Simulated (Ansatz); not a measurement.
**BH2IMg (SMILES [MgH][BH]I): a relaxed scan of the bond length B2–H5**

How does the energy rise as the bond length B2–H5 leaves its equilibrium value, and do density functionals follow CCSD(T)? At each value the rest of the molecule is relaxed at PBE0-D4 with the distance held.

The runs use Ansatz 0.2.0, Gaussian basis; single points in def2-TZVPP.

Levels: PBE-D4, r2SCAN-D4, PBE0-D4, B3LYP-D4, wB97M-V, Hartree-Fock, MP2, CCSD, CCSD(T). The scan takes 1.053, 1.095, 1.156, 1.227, 1.306, 1.391, 1.481, 1.576, 1.675 Å.

Cores are frozen in the correlated methods. Filled d shells of the heavier atoms are correlated. Core potentials replace the inner electrons past krypton, and spin-orbit coupling is left out. The outer core shell of Li, Na, Mg and K is correlated. B3LYP uses VWN-RPA correlation.

18 further runs of the same task are left out: 18 set aside as unsound or not needed.

## (1) Where the work starts

5 atoms, charge 0, spin multiplicity 1.

Atoms are counted from 1 here; the program's logs count them from 0.

Bond lengths: Mg1–B2 2.111 Å, Mg1–I3 3.179 Å, Mg1–H4 1.680 Å, B2–I3 2.146 Å, B2–H5 1.176 Å. Angles: B2–Mg1–I3 42.1°, B2–Mg1–H4 147.4°, I3–Mg1–H4 105.3°, Mg1–B2–I3 96.6°, Mg1–B2–H5 152.8°, I3–B2–H5 110.6°, Mg1–I3–B2 41.3°.

Geometry (Å):

| atom | x (Å) | y (Å) | z (Å) |
| --- | --- | --- | --- |
| Mg1 | -1.1337 | 0.3796 | -0.6029 |
| B2 | 0.3420 | -0.9308 | 0.1472 |
| I3 | 1.6408 | 0.5847 | 0.9357 |
| H4 | -1.6421 | 1.9669 | -0.8139 |
| H5 | 0.7931 | -2.0004 | 0.3339 |

## (2) Finding the minimum

relax/in.yaml

```yaml
crystal:
  periodic: [false, false, false]
  atoms:
    - {symbol: Mg, position_ang: [-1.133740, 0.379650, -0.602910]}
    - {symbol: B, position_ang: [0.341960, -0.930790, 0.147200]}
    - {symbol: I, position_ang: [1.640840, 0.584680, 0.935720]}
    - {symbol: H, position_ang: [-1.642140, 1.966880, -0.813880]}
    - {symbol: H, position_ang: [0.793080, -2.000430, 0.333870]}
basis:
  gaussian: {orbitals: def2-TZVP}
hamiltonian: {xc: pbe0, dispersion: d4}
relax: {f_tol: 0.005, max_steps: 200}
```

The command line of these runs was not kept.

After this run come: The minimum at every level; B2–H5 = 1.053 Å; B2–H5 = 1.095 Å; B2–H5 = 1.156 Å; B2–H5 = 1.227 Å; B2–H5 = 1.306 Å; B2–H5 = 1.391 Å; B2–H5 = 1.481 Å; B2–H5 = 1.576 Å; B2–H5 = 1.675 Å.

**Question.** What will these runs give? Wanted: highest point, CCSD(T); lowest point, CCSD(T); minimum along the scan, CCSD(T); RMS deviation from CCSD(T); largest T1 diagnostic.

The runs gave:

```
                       quantity                                                                                             value
         highest point, CCSD(T)                                                                               1255 meV at 1.675 Å
          lowest point, CCSD(T)                                                                                  0 meV at 1.197 Å
minimum along the scan, CCSD(T)                                                                                           1.194 Å
                curvature there                                                                                        23.4 eV/Å²
     RMS deviation from CCSD(T)  PBE-D4 56, r2SCAN-D4 8, PBE0-D4 8, B3LYP-D4 12, wB97M-V 30, Hartree-Fock 81, MP2 40, CCSD 14 meV
          largest T1 diagnostic                                                                                             0.012
```

A polynomial through the near points puts the CCSD(T) minimum 0.003 Å below the PBE0-D4 value. It is steeper on the short side than on the long one. Curvature against CCSD(T): PBE-D4 -5 %, Hartree-Fock +8 %. Best along the scan: PBE0-D4. Worst: Hartree-Fock.
